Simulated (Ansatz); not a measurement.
# CHGa₂ (quartet): the correlation ladder at a displaced geometry (v2), cc-pVDZ

An exercise on one series of results from a longer session: the logs are not shown, and one member is left open.

Program: Ansatz 0.2.0, Gaussian basis. Level of theory: cc-pVDZ, core rule «outside noble gas», up to 29 orbitals frozen. These are calculated values, not measurements.

Plan: UHF; CCSD(T) on ROHF; CCSD(T) on UHF; BCCD(T) on ROHF; CISD as a restricted active space (open shells left free, so some higher excitations enter); CCSDT(Q) on ROHF; CCSDT(Q) on UHF.

33 further runs of the same task are left out: 4 for a known fault of the program, 12 that didn't finish, 17 set aside as unsound or not needed. Runs told in other sessions of the task aren't counted.

### The system

The geometry is a PBE0/def2-TZVP stationary point (not a proven minimum) with its atoms shifted at random (size 0.100 Å). No spin-orbit coupling is included. The filled d shell of Ga may be among the frozen orbitals whatever the setting's name suggests.

4 atoms, charge 0, spin multiplicity 4.

Atoms are counted from 1 here; the program's logs count them from 0.

Bond lengths: Ga1–C2 2.016 Å, C2–Ga3 2.010 Å, Ga3–H4 1.560 Å. Angles: Ga1–C2–Ga3 172.5°, C2–Ga3–H4 114.9°.

Set-up of the first run:

Input file in.yaml:

```yaml
crystal:
  periodic: [false, false, false]
  atoms:
    - {symbol: Ga, position_ang: [0.064530, -0.287867, 2.671447]}
    - {symbol: C, position_ang: [-0.100230, -0.382038, 0.664758]}
    - {symbol: Ga, position_ang: [-0.023725, -0.373110, -1.343908]}
    - {symbol: H, position_ang: [0.059425, 1.043015, -1.992296]}
basis:
  gaussian: {orbitals: cc-pVDZ}
magnetization: {spin_polarized: true, initial_magnetization: 3}
hamiltonian: {xc: hf}
output: {orbitals: {seedname: orbitals}}
```

Launch:

```bash
$ ansatz run in.yaml --threads 1 --pin off --events-out ev --progress --plain --max-ram 2393MiB
```

Steps of the session up to this table: UHF; CCSD(T) on ROHF; CCSD(T) on UHF; BCCD(T) on ROHF; CISD as a restricted active space (open shells left free, so some higher excitations enter); CCSDT(Q) on ROHF; CCSDT(Q) on UHF.

One table of the session follows, with a row left open; its other results are not shown here.

```
   method  from UCCSDT(Q) (kcal/mol)
     ROHF                    +139.75
      UHF                    +135.00
     RMP2                     +30.65
     UMP2                     +30.82
    RCCSD                      +5.81
    UCCSD                      +5.53
 RCCSD(T)                          ?
 UCCSD(T)                      +1.36
  BCCD(T)                      +1.46
   RCCSDT                      +0.51
   UCCSDT                      +0.34
RCCSDT(Q)                      +0.19
UCCSDT(Q)                          0
```

**Question.** Estimate the row for RCCSD(T).

As computed: from UCCSDT(Q) (kcal/mol): +1.50. In the column «from UCCSDT(Q) (kcal/mol)» it lies between BCCD(T) (+1.46) and UCCSD (+5.53).

Not comparable, so not listed: CISD as a restricted active space (open shells left free, so some higher excitations enter) (they don't share determinant, frozen orbitals or solution with the rows shown, or repeat one).

Caveats from the session: Restricted and unrestricted rows rest on different reference determinants; a gap between their highest levels can come from leftover correlation error, from unlike frozen cores or from another state.
